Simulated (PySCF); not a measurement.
# C2H6Bi (Bi(CH3)2+): the cost of one run

Program: PySCF 2.14.0. Level of theory: PBE0, Bi def2-SVP with ECP60, C def2-SVP, H def2-SVP; scalar-relativistic core potentials, no spin–orbit coupling. These are calculated values, not measurements.

1 further run of the same task is left out (for a known fault of the program).

## Step 1: Starting geometry

9 atoms, charge 1, spin multiplicity 1.

Bond lengths: Bi1–C2 2.299 Å, Bi1–C6 2.299 Å, C2–H3 1.090 Å, C2–H4 1.090 Å, C2–H5 1.090 Å, C6–H7 1.090 Å, C6–H8 1.090 Å, C6–H9 1.090 Å. Angles: C2–Bi1–C6 131.8°, Bi1–C2–H3 109.5°, Bi1–C2–H4 109.5°, Bi1–C2–H5 109.5°, H3–C2–H4 109.5°, H3–C2–H5 109.5°, H4–C2–H5 109.5°, Bi1–C6–H7 109.5°, Bi1–C6–H8 109.5°, Bi1–C6–H9 109.5°, H7–C6–H8 109.5°, H7–C6–H9 109.5°, H8–C6–H9 109.5°.

As a file:

```
atom    x (Å)    y (Å)   z (Å)
 Bi1   0.0000   0.0000  0.0000
  C2   2.0984   0.0000  0.9391
  H3   2.8498   0.0000  0.1495
  H4   2.2201   0.8900  1.5565
  H5   2.2201  -0.8900  1.5565
  C6  -2.0984   0.0000  0.9391
  H7  -2.8498   0.0000  0.1495
  H8  -2.2201  -0.8900  1.5565
  H9  -2.2201   0.8900  1.5565
```

Formal oxidation states: Bi +3.

## Step 2: SCF at the start, singlet

File run.py (the lines that set the calculation):

```python
mol = gto.M(atom='''
Bi     0.00000     0.00000     0.00000
C      2.09840     0.00000     0.93910
H      2.84980     0.00000     0.14950
H      2.22010     0.89000     1.55650
H      2.22010    -0.89000     1.55650
C     -2.09840     0.00000     0.93910
H     -2.84980     0.00000     0.14950
H     -2.22010    -0.89000     1.55650
H     -2.22010     0.89000     1.55650''',
    basis={'Bi': 'def2-SVP', 'C': 'def2-SVP', 'H': 'def2-SVP'},
    ecp={'Bi': 'def2-SVP'},
    charge=1, spin=0)
mf = dft.RKS(mol, xc='PBE0')
mf.grids.atom_grid = (50, 194)
mf = mf.density_fit()  # fitting sets: Bi def2-universal-JKFIT, C def2-universal-JKFIT, H def2-universal-JKFIT
mf.conv_tol = 1e-08; mf.max_cycle = 55
mf.kernel(dm0)  # dm0: free metal ions and neutral atoms
```

The run is started by

```sh
$ OMP_NUM_THREADS=2 python run.py
```

What time and memory should one allow on 2 threads of Intel Xeon Platinum 8259CL at 2.50GHz (Skylake/Cascade Lake), shared host?

About 2.5 s, with a peak of 0.5 GiB.
